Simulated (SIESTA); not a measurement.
The system is Mg6GaB.

```
CELL_PARAMETERS angstrom
4.04488 0.00000 0.00000
0.00000 4.01985 4.79102
0.00000 -4.01985 4.79102
ATOMIC_POSITIONS crystal
Ga 0.50000 0.56356 0.56356
Mg 0.50000 0.13063 0.13063
Mg 0.50000 0.05018 0.68792
Mg 0.50000 0.68792 0.05018
Mg 0.00000 0.35758 0.35758
Mg 0.00000 0.38510 0.84132
Mg 0.00000 0.84132 0.38510
B 0.00000 0.98372 0.98372
```

The cell comes from a database or a generator and needn't be the stable form of this composition.

```yaml
Program: SIESTA 5.4.2
Task: single point
Functional: PBEsol
Potentials_or_basis: PseudoDojo 0.4 standard (PBEsol files)
Basis: DZP (energy shift 0.003 Ry; two zetas on semicore shells)
Grid_cutoff: 800 Ry
Energy_shift: 0.003 Ry
k_mesh: 7 × 5 × 5
Occupations: fermi-dirac, width 0.05 eV
Spin: no spin polarisation
```

On this cell: pressure 0.4 GPa; largest force 0.241 eV/Å; band gap on the k mesh none (metal or under the smearing width).

The same run follows on a disturbed copy (atoms moved at random, drawn with an rms of 0.05 Å):

```
Ga Mg B
1.0
     4.04488    0.00000    0.00000
     0.00000    4.01985    4.79102
     0.00000   -4.01985    4.79102
Ga Mg B
1 6 1
Direct
  0.50407 0.56576 0.56062
  0.51593 0.13223 0.12756
  0.50018 0.05070 0.67984
  0.49020 0.68763 0.05348
  0.00171 0.36211 0.35241
  0.99191 0.38188 0.83448
  0.99630 0.84510 0.38051
  0.99026 0.98847 0.97813
```

Problem. What does the disturbed cell give?

Solution. The energy (extrapolated to zero smearing) moves by +5.3 meV/atom; pressure 0.5 GPa; largest force 0.638 eV/Å; band gap on the k mesh none (metal or under the smearing width).

Forces in eV/Å, atoms in the order of the input:
```
Ga  -0.206  0.027 -0.001
Mg  -0.595  0.062  0.223
Mg  -0.051 -0.005 -0.109
Mg   0.035  0.046 -0.284
Mg   0.073 -0.032 -0.052
Mg   0.252  0.144  0.234
Mg   0.161 -0.131  0.111
B    0.327 -0.119 -0.128
```

Stress tensor (GPa, compression positive):
```
 0.52  0.16 -0.15
 0.16  0.40  0.08
-0.15  0.08  0.61
```

Caveats: the basis of atomic orbitals isn't converged, which shifts pressures, moduli and gaps.
